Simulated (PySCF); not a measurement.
# O3Si3: relaxation and vibrations and intensities

Aim: for O3Si3, 2 runs in a chain (relaxation and vibrations and intensities).

Method: relaxation, pbe0, def2-tzvp, and further levels as typed in the inputs, in PySCF 2.14.0.

### 1 Starting point

Bond lengths: Si1–O2 1.687 Å, O2–Si3 1.727 Å, Si3–O4 1.723 Å, O4–Si5 1.720 Å, Si1–O6 1.783 Å, Si5–O6 1.715 Å. Angles: Si1–O2–Si3 121.5°, O2–Si1–O6 118.4°, O2–Si3–O4 119.4°, Si3–O4–Si5 120.8°, O4–Si5–O6 119.2°, Si1–O6–Si5 120.4°.

Structure file:

```xyz
6

Si    1.7349    0.0395   -0.0249
O     0.8475    1.4735   -0.0484
Si   -0.8785    1.4691    0.0225
O    -1.7226   -0.0325    0.0129
Si   -0.8671   -1.5244   -0.0119
O     0.8482   -1.5070    0.0006
```

### 2 Relaxation: O3Si3

run.py reads:

```python
from pyscf import gto, dft
from pyscf.geomopt.geometric_solver import optimize
mol = gto.M(atom="mol.xyz", basis="def2-tzvp", verbose=4)
mf = dft.RKS(mol, xc="pbe0").density_fit().run(conv_tol=1e-9)
m = optimize(mf, maxsteps=60)
print("optimised structure (A):")
for k in range(m.natm): print(m.atom_symbol(k), *(f"{x:.8f}" for x in m.atom_coords(unit="A")[k]))
```

The run is started by

```sh
> python run.py
```

What it wrote:

```text
[INPUT] num. atoms = 6
[INPUT] num. electrons = 66
[INPUT] charge = 0
[INPUT] spin (= nelec alpha-beta = 2S) = 0
[INPUT] symmetry False subgroup None
[INPUT] Mole.unit = angstrom
[INPUT] Symbol           X                Y                Z      unit          X                Y                Z       unit  Magmom
[INPUT]  1 Si     1.734901000000   0.039522000000  -0.024882000000 AA    3.278487743234   0.074685755895  -0.047020165431 Bohr   0.0
[INPUT]  2 O      0.847472000000   1.473488000000  -0.048382000000 AA    1.601489978237   2.784488767833  -0.091428729359 Bohr   0.0
[INPUT]  3 Si    -0.878476000000   1.469086000000   0.022480000000 AA   -1.660079047003   2.776170193433   0.042481043280 Bohr   0.0
[INPUT]  4 O     -1.722638000000  -0.032466000000   0.012934000000 AA   -3.255314031769  -0.061351848360   0.024441717695 Bohr   0.0
[INPUT]  5 Si    -0.867125000000  -1.524427000000  -0.011933000000 AA   -1.638628765763  -2.880749526892  -0.022550101844 Bohr   0.0
[INPUT]  6 O      0.848228000000  -1.507041000000   0.000594000000 AA    1.602918611188  -2.847894748491   0.001122497318 Bohr   0.0

nuclear repulsion = 395.408552560977
number of shells = 72
number of NR pGTOs = 327
number of NR cGTOs = 204
basis = def2-tzvp
ecp = {}

******** <class 'pyscf.df.df_jk.DFRKS'> ********
method = DFRKS
initial guess = minao
damping factor = 0
level_shift factor = 0
DIIS = <class 'pyscf.scf.diis.CDIIS'>
diis_start_cycle = 1
diis_space = 8
diis_damp = 0
SCF conv_tol = 1e-09
SCF conv_tol_grad = None
SCF max_cycles = 50
direct_scf = False
XC library pyscf.dft.libxc version 7.0.0
    S. Lehtola, C. Steigemann, M. J.T. Oliveira, and M. A.L. Marques.,  SoftwareX 7, 1–5 (2018)
XC functionals = pbe0
    C. Adamo and V. Barone.,  J. Chem. Phys. 110, 6158 (1999)
    M. Ernzerhof and G. E. Scuseria.,  J. Chem. Phys. 110, 5029 (1999)
radial grids:
    Treutler-Ahlrichs [JCP 102, 346 (1995); DOI:10.1063/1.469408] (M4) radial grids

becke partition: Becke, JCP 88, 2547 (1988); DOI:10.1063/1.454033
pruning grids: <function nwchem_prune at 0xeeb29d2532e0>
grids dens level: 3
symmetrized grids: False
atomic radii adjust function: <function treutler_atomic_radii_adjust at 0xeeb29d253240>
small_rho_cutoff = 0
Set gradient conv threshold to 3.16228e-05
Initial guess from minao.
tot grids = 99792
******** <class 'pyscf.df.df.DF'> ********
auxbasis = def2-tzvp-jkfit
init E= -1094.22679093758
  HOMO = -0.24706705133098  LUMO = -0.0971021049995077  gap/eV = 4.08075
cycle= 1 E= -1093.49793295391  delta_E= 0.729  |g|= 1.33  |ddm|=  2.3
  HOMO = -0.192016920023629  LUMO = -0.0752742102888312  gap/eV = 3.17673
cycle= 2 E= -1092.45687682191  delta_E= 1.04  |g|=  2.6  |ddm|= 1.85
  HOMO = -0.255921502814315  LUMO = -0.0930608384324729  gap/eV = 4.43166
cycle= 3 E= -1093.81679516554  delta_E= -1.36  |g|= 0.135  |ddm|= 1.32
  HOMO = -0.247147772678721  LUMO = -0.0871703272239891  gap/eV = 4.35321
cycle= 4 E= -1093.81652448695  delta_E= 0.000271  |g|= 0.151  |ddm|= 0.165
  HOMO = -0.250122515825384  LUMO = -0.0869984590681393  gap/eV = 4.43883
cycle= 5 E= -1093.82077157076  delta_E= -0.00425  |g|= 0.0243  |ddm|= 0.0773
  HOMO = -0.2511562614536  LUMO = -0.0879872043092553  gap/eV = 4.44006
cycle= 6 E= -1093.8208861707  delta_E= -0.000115  |g|= 0.00373  |ddm|= 0.0174
  HOMO = -0.250981544832578  LUMO = -0.0878472827805014  gap/eV = 4.43911
cycle= 7 E= -1093.82088704362  delta_E= -8.73e-07  |g|= 0.00358  |ddm|= 0.00386
  HOMO = -0.251010993290524  LUMO = -0.0878292071968759  gap/eV = 4.44040
cycle= 8 E= -1093.82088942929  delta_E= -2.39e-06  |g|= 0.000504  |ddm|= 0.00188
  HOMO = -0.251037089263396  LUMO = -0.0878489374006525  gap/eV = 4.44058
cycle= 9 E= -1093.8208894818  delta_E= -5.25e-08  |g|= 7.51e-05  |ddm|= 0.000343
  HOMO = -0.251036655466189  LUMO = -0.0878548304903961  gap/eV = 4.44040
cycle= 10 E= -1093.82088948301  delta_E= -1.21e-09  |g|= 2.26e-05  |ddm|= 8.85e-05
  HOMO = -0.25103713849912  LUMO = -0.0878532071438659  gap/eV = 4.44046
cycle= 11 E= -1093.82088948314  delta_E= -1.26e-10  |g|= 7.74e-06  |ddm|= 3.12e-05
  HOMO = -0.251036529882691  LUMO = -0.0878537181740983  gap/eV = 4.44043
Extra cycle  E= -1093.82088948313  delta_E= 3.64e-12  |g|= 9.46e-06  |ddm|= 1.75e-05
converged SCF energy = -1093.82088948313
Create scanner for <class 'pyscf.df.grad.rks.Gradients'>
Create scanner for <class 'pyscf.df.df_jk.DFRKS'>

Geometry optimization cycle 1
Cartesian coordinates (Angstrom)
 Atom        New coordinates             dX        dY        dZ
  Si   1.734901   0.039522  -0.024882    0.000000  0.000000  0.000000
   O   0.847472   1.473488  -0.048382    0.000000  0.000000  0.000000
  Si  -0.878476   1.469086   0.022480    0.000000 -0.000000  0.000000
   O  -1.722638  -0.032466   0.012934    0.000000  0.000000  0.000000
  Si  -0.867125  -1.524427  -0.011933    0.000000  0.000000  0.000000
   O   0.848228  -1.507041   0.000594    0.000000  0.000000  0.000000

WARN: Mole.unit (angstrom) is changed to Bohr

New geometry
   1 Si     1.734901000000   0.039522000000  -0.024882000000 AA    3.278487743234   0.074685755895  -0.047020165431 Bohr
   2 O      0.847472000000   1.473488000000  -0.048382000000 AA    1.601489978237   2.784488767833  -0.091428729359 Bohr
   3 Si    -0.878476000000   1.469086000000   0.022480000000 AA   -1.660079047003   2.776170193433   0.042481043280 Bohr
   4 O     -1.722638000000  -0.032466000000   0.012934000000 AA   -3.255314031769  -0.061351848360   0.024441717695 Bohr
   5 Si    -0.867125000000  -1.524427000000  -0.011933000000 AA   -1.638628765763  -2.880749526892  -0.022550101844 Bohr
   6 O      0.848228000000  -1.507041000000   0.000594000000 AA    1.602918611188  -2.847894748491   0.001122497318 Bohr

******** <class 'pyscf.scf.hf.DFRKS_Scanner'> ********
method = DFRKS_Scanner
initial guess = minao
damping factor = 0
level_shift factor = 0
DIIS = <class 'pyscf.scf.diis.CDIIS'>
diis_start_cycle = 1
diis_space = 8
diis_damp = 0
SCF conv_tol = 1e-09
SCF conv_tol_grad = None
SCF max_cycles = 50
direct_scf = False
XC library pyscf.dft.libxc version 7.0.0
    S. Lehtola, C. Steigemann, M. J.T. Oliveira, and M. A.L. Marques.,  SoftwareX 7, 1–5 (2018)
XC functionals = pbe0
    C. Adamo and V. Barone.,  J. Chem. Phys. 110, 6158 (1999)
    M. Ernzerhof and G. E. Scuseria.,  J. Chem. Phys. 110, 5029 (1999)
radial grids:
    Treutler-Ahlrichs [JCP 102, 346 (1995); DOI:10.1063/1.469408] (M4) radial grids

becke partition: Becke, JCP 88, 2547 (1988); DOI:10.1063/1.454033
pruning grids: <function nwchem_prune at 0xeeb29d2532e0>
grids dens level: 3
symmetrized grids: False
atomic radii adjust function: <function treutler_atomic_radii_adjust at 0xeeb29d253240>
small_rho_cutoff = 0
Set gradient conv threshold to 3.16228e-05
tot grids = 99792
******** <class 'pyscf.df.df.DF'> ********
auxbasis = def2-tzvp-jkfit
init E= -1093.82088948313
  HOMO = -0.251037201695012  LUMO = -0.0878533499440493  gap/eV = 4.44046
cycle= 1 E= -1093.82088948311  delta_E= 2.32e-11  |g|= 1.4e-05  |ddm|= 2.06e-05
  HOMO = -0.251036226026384  LUMO = -0.0878536573349639  gap/eV = 4.44042
Extra cycle  E= -1093.82088948303  delta_E= 8e-11  |g|= 2.47e-05  |ddm|= 2.73e-05
converged SCF energy = -1093.82088948303

******** <class 'pyscf.grad.rhf.Gradients_Scanner'> for <class 'pyscf.scf.hf.DFRKS_Scanner'> ********
unit = Eh/Bohr
grid_response = False
--------------- DFRKS_Scanner gradients ---------------
         x                y                z
0 Si    -0.0217400802     0.0212480893     0.0001267359
1 O     0.0332414014     0.0450741944    -0.0013692260
2 Si     0.0171986801    -0.0204820352    -0.0002692350
3 O    -0.0617615158    -0.0057728969     0.0007458444
4 Si     0.0081211217     0.0252394578     0.0001451920
5 O     0.0247606475    -0.0653581296     0.0006416438
----------------------------------------------
cycle 1: E = -1093.82088948  dE = -1093.82  norm(grad) = 0.119225

Geometry optimization cycle 2
Cartesian coordinates (Angstrom)
 Atom        New coordinates             dX        dY        dZ
  Si   1.773516   0.018123  -0.025320    0.038615 -0.021399 -0.000438
[... 623 lines left out ...]
cycle= 4 E= -1093.86834577499  delta_E= -3.52e-08  |g|= 0.00017  |ddm|= 0.000286
  HOMO = -0.260333087023255  LUMO = -0.0769206697658506  gap/eV = 4.99091
cycle= 5 E= -1093.86834578081  delta_E= -5.82e-09  |g|= 4.91e-05  |ddm|= 0.000129
  HOMO = -0.260333829242513  LUMO = -0.0769209188672309  gap/eV = 4.99092
cycle= 6 E= -1093.86834578127  delta_E= -4.6e-10  |g|= 1.98e-05  |ddm|= 4e-05
  HOMO = -0.260332708568309  LUMO = -0.0769203344636173  gap/eV = 4.99090
Extra cycle  E= -1093.86834578113  delta_E= 1.34e-10  |g|= 3.49e-05  |ddm|= 2.68e-05
converged SCF energy = -1093.86834578113

******** <class 'pyscf.grad.rhf.Gradients_Scanner'> for <class 'pyscf.scf.hf.DFRKS_Scanner'> ********
unit = Eh/Bohr
grid_response = False
--------------- DFRKS_Scanner gradients ---------------
         x                y                z
0 Si     0.0001046103    -0.0002134280    -0.0000443918
1 O    -0.0002050115     0.0002242394     0.0000557020
2 Si     0.0002057715     0.0000999459    -0.0000579866
3 O    -0.0000138344    -0.0002580358     0.0000266372
4 Si    -0.0001695660     0.0000997628    -0.0000211823
5 O     0.0002305522     0.0000610487     0.0000007341
----------------------------------------------
cycle 9: E = -1093.86834578  dE = -8.28359e-07  norm(grad) = 0.000610814

Geometry optimization cycle 10
Cartesian coordinates (Angstrom)
 Atom        New coordinates             dX        dY        dZ
  Si   1.764980   0.001597  -0.027481   -0.005412 -0.000401  0.001184
   O   0.705290   1.287280  -0.012529   -0.004940 -0.000688  0.003015
  Si  -0.942747   1.531098  -0.000223   -0.005398 -0.000407 -0.000808
   O  -1.526564  -0.029398   0.015103   -0.005524  0.000061  0.001039
  Si  -0.913475  -1.578592   0.014263   -0.005354 -0.000405  0.003628
   O   0.729645  -1.303892  -0.012221   -0.005714 -0.000892 -0.000219
New geometry
   1 Si     1.764979660010   0.001597014636  -0.027480983483 AA    3.335328172848   0.003017920279  -0.051931532416 Bohr
   2 O      0.705289806050   1.287280042936  -0.012529221640 AA    1.332804571882   2.432606726767  -0.023676797453 Bohr
   3 Si    -0.942747132509   1.531098295793  -0.000223492868 AA   -1.781533885160   2.893356448837  -0.000422340311 Bohr
   4 O     -1.526563934522  -0.029398452593   0.015102935767 AA   -2.884787747885  -0.055555023887   0.028540412277 Bohr
   5 Si    -0.913474791448  -1.578591510480   0.014262688404 AA   -1.726217177531  -2.983105617370   0.026952574884 Bohr
   6 O      0.729645261851  -1.303892464199  -0.012220758364 AA    1.378829712986  -2.463999653221  -0.023093886343 Bohr

******** <class 'pyscf.scf.hf.DFRKS_Scanner'> ********
method = DFRKS_Scanner
initial guess = minao
damping factor = 0
level_shift factor = 0
DIIS = <class 'pyscf.scf.diis.CDIIS'>
diis_start_cycle = 1
diis_space = 8
diis_damp = 0
SCF conv_tol = 1e-09
SCF conv_tol_grad = None
SCF max_cycles = 50
direct_scf = False
XC library pyscf.dft.libxc version 7.0.0
    S. Lehtola, C. Steigemann, M. J.T. Oliveira, and M. A.L. Marques.,  SoftwareX 7, 1–5 (2018)
XC functionals = pbe0
    C. Adamo and V. Barone.,  J. Chem. Phys. 110, 6158 (1999)
    M. Ernzerhof and G. E. Scuseria.,  J. Chem. Phys. 110, 5029 (1999)
radial grids:
    Treutler-Ahlrichs [JCP 102, 346 (1995); DOI:10.1063/1.469408] (M4) radial grids

becke partition: Becke, JCP 88, 2547 (1988); DOI:10.1063/1.454033
pruning grids: <function nwchem_prune at 0xeeb29d2532e0>
grids dens level: 3
symmetrized grids: False
atomic radii adjust function: <function treutler_atomic_radii_adjust at 0xeeb29d253240>
small_rho_cutoff = 0
Set gradient conv threshold to 3.16228e-05
tot grids = 99792
******** <class 'pyscf.df.df.DF'> ********
auxbasis = def2-tzvp-jkfit
init E= -1093.86828479633
  HOMO = -0.260358017822414  LUMO = -0.0769460519965129  gap/eV = 4.99089
cycle= 1 E= -1093.8683454323  delta_E= -6.06e-05  |g|= 0.00073  |ddm|= 0.00581
  HOMO = -0.260327482604832  LUMO = -0.0769198557517425  gap/eV = 4.99078
cycle= 2 E= -1093.86834563062  delta_E= -1.98e-07  |g|= 0.000379  |ddm|= 0.000987
  HOMO = -0.260338788559822  LUMO = -0.0769253201642199  gap/eV = 4.99093
cycle= 3 E= -1093.86834566241  delta_E= -3.18e-08  |g|= 0.000194  |ddm|= 0.000447
  HOMO = -0.260333913492904  LUMO = -0.0769236395936473  gap/eV = 4.99085
cycle= 4 E= -1093.8683456684  delta_E= -5.99e-09  |g|= 0.0001  |ddm|= 0.000137
  HOMO = -0.260335124257305  LUMO = -0.0769239119243525  gap/eV = 4.99087
cycle= 5 E= -1093.8683456704  delta_E= -1.99e-09  |g|= 1.92e-05  |ddm|= 6.61e-05
  HOMO = -0.260335398028651  LUMO = -0.0769241315008354  gap/eV = 4.99087
cycle= 6 E= -1093.86834567046  delta_E= -6.05e-11  |g|= 1.09e-05  |ddm|= 1.68e-05
  HOMO = -0.26033497126774  LUMO = -0.0769237688109685  gap/eV = 4.99087
Extra cycle  E= -1093.86834567041  delta_E= 4.37e-11  |g|= 1.93e-05  |ddm|= 1.4e-05
converged SCF energy = -1093.86834567041

******** <class 'pyscf.grad.rhf.Gradients_Scanner'> for <class 'pyscf.scf.hf.DFRKS_Scanner'> ********
unit = Eh/Bohr
grid_response = False
--------------- DFRKS_Scanner gradients ---------------
         x                y                z
0 Si     0.0000962975     0.0000427551    -0.0000452499
1 O     0.0000296620     0.0001036720     0.0000800388
2 Si     0.0000505923     0.0000249138    -0.0000760675
3 O    -0.0000626360    -0.0000366011     0.0000218676
4 Si    -0.0000124745     0.0000030798     0.0000033596
5 O     0.0000503656    -0.0001241645    -0.0000245385
----------------------------------------------
cycle 10: E = -1093.86834567  dE = 1.10723e-07  norm(grad) = 0.000254209

Geometry optimization cycle 11
Cartesian coordinates (Angstrom)
 Atom        New coordinates             dX        dY        dZ
  Si   1.757754   0.000882  -0.025478   -0.007225 -0.000715  0.002003
   O   0.698550   1.286209  -0.010360   -0.006739 -0.001071  0.002169
  Si  -0.949855   1.530580   0.000555   -0.007108 -0.000519  0.000779
   O  -1.533713  -0.029404   0.016543   -0.007149 -0.000005  0.001440
  Si  -0.920684  -1.579107   0.017531   -0.007209 -0.000515  0.003269
   O   0.721998  -1.304792  -0.011070   -0.007647 -0.000900  0.001151
New geometry
   1 Si     1.757754422219   0.000882451737  -0.025478316787 AA    3.321674452237   0.001667592101  -0.048147040843 Bohr
   2 O      0.698550478952   1.286209181101  -0.010359745164 AA    1.320069089403   2.430583091181  -0.019577081081 Bohr
   3 Si    -0.949855090284   1.530579504507   0.000555142754 AA   -1.794965978661   2.892376075391   0.001049067764 Bohr
   4 O     -1.533713086862  -0.029403841106   0.016542660854 AA   -2.898297687831  -0.055565206701   0.031261098385 Bohr
   5 Si    -0.920684048200  -1.579106725971   0.017531297921 AA   -1.739840698354  -2.984079233544   0.033129351678 Bohr
   6 O      0.721997943222  -1.304792297923  -0.011069771351 AA    1.364378375189  -2.465700092517  -0.020918836115 Bohr

******** <class 'pyscf.scf.hf.DFRKS_Scanner'> ********
method = DFRKS_Scanner
initial guess = minao
damping factor = 0
level_shift factor = 0
DIIS = <class 'pyscf.scf.diis.CDIIS'>
diis_start_cycle = 1
diis_space = 8
diis_damp = 0
SCF conv_tol = 1e-09
SCF conv_tol_grad = None
SCF max_cycles = 50
direct_scf = False
XC library pyscf.dft.libxc version 7.0.0
    S. Lehtola, C. Steigemann, M. J.T. Oliveira, and M. A.L. Marques.,  SoftwareX 7, 1–5 (2018)
XC functionals = pbe0
    C. Adamo and V. Barone.,  J. Chem. Phys. 110, 6158 (1999)
    M. Ernzerhof and G. E. Scuseria.,  J. Chem. Phys. 110, 5029 (1999)
radial grids:
    Treutler-Ahlrichs [JCP 102, 346 (1995); DOI:10.1063/1.469408] (M4) radial grids

becke partition: Becke, JCP 88, 2547 (1988); DOI:10.1063/1.454033
pruning grids: <function nwchem_prune at 0xeeb29d2532e0>
grids dens level: 3
symmetrized grids: False
atomic radii adjust function: <function treutler_atomic_radii_adjust at 0xeeb29d253240>
small_rho_cutoff = 0
Set gradient conv threshold to 3.16228e-05
tot grids = 99792
******** <class 'pyscf.df.df.DF'> ********
auxbasis = def2-tzvp-jkfit
init E= -1093.86838740253
  HOMO = -0.260324839803535  LUMO = -0.0769014833508387  gap/eV = 4.99120
cycle= 1 E= -1093.86834505503  delta_E= 4.23e-05  |g|= 0.0005  |ddm|= 0.00333
  HOMO = -0.260336285311637  LUMO = -0.0769194894389924  gap/eV = 4.99103
cycle= 2 E= -1093.86834512069  delta_E= -6.57e-08  |g|= 0.000306  |ddm|= 0.00066
  HOMO = -0.260337855309152  LUMO = -0.0769157872481538  gap/eV = 4.99117
cycle= 3 E= -1093.86834514329  delta_E= -2.26e-08  |g|= 9.91e-05  |ddm|= 0.000353
  HOMO = -0.260336311899087  LUMO = -0.0769159344502243  gap/eV = 4.99112
cycle= 4 E= -1093.86834514528  delta_E= -1.99e-09  |g|= 5.68e-05  |ddm|= 9.56e-05
  HOMO = -0.260336945201826  LUMO = -0.0769159426997219  gap/eV = 4.99114
cycle= 5 E= -1093.86834514584  delta_E= -5.56e-10  |g|= 2.23e-05  |ddm|= 3.92e-05
  HOMO = -0.260336515875033  LUMO = -0.0769160126690349  gap/eV = 4.99113
Extra cycle  E= -1093.86834514566  delta_E= 1.81e-10  |g|= 3.88e-05  |ddm|= 3.76e-05
converged SCF energy = -1093.86834514566

******** <class 'pyscf.grad.rhf.Gradients_Scanner'> for <class 'pyscf.scf.hf.DFRKS_Scanner'> ********
unit = Eh/Bohr
grid_response = False
--------------- DFRKS_Scanner gradients ---------------
         x                y                z
0 Si     0.0000384726     0.0002654435    -0.0000327916
1 O     0.0002549251    -0.0000809507     0.0000782504
2 Si    -0.0001165723    -0.0000616614    -0.0000713493
3 O    -0.0000524995     0.0002027665     0.0000070820
4 Si     0.0001685968    -0.0000927353     0.0000247610
5 O    -0.0001412871    -0.0002192354    -0.0000456929
----------------------------------------------
cycle 11: E = -1093.86834515  dE = 5.24755e-07  norm(grad) = 0.000569941
optimised structure (A):
Si 1.75775442 0.00088245 -0.02547832
O 0.69855048 1.28620918 -0.01035975
Si -0.94985509 1.53057950 0.00055514
O -1.53371309 -0.02940384 0.01654266
Si -0.92068405 -1.57910673 0.01753130
O 0.72199794 -1.30479230 -0.01106977
```

Run time: 3.3 min. Hardware: 2 threads of Arm Neoverse V2, shared host.

[end of part 1 of 2]
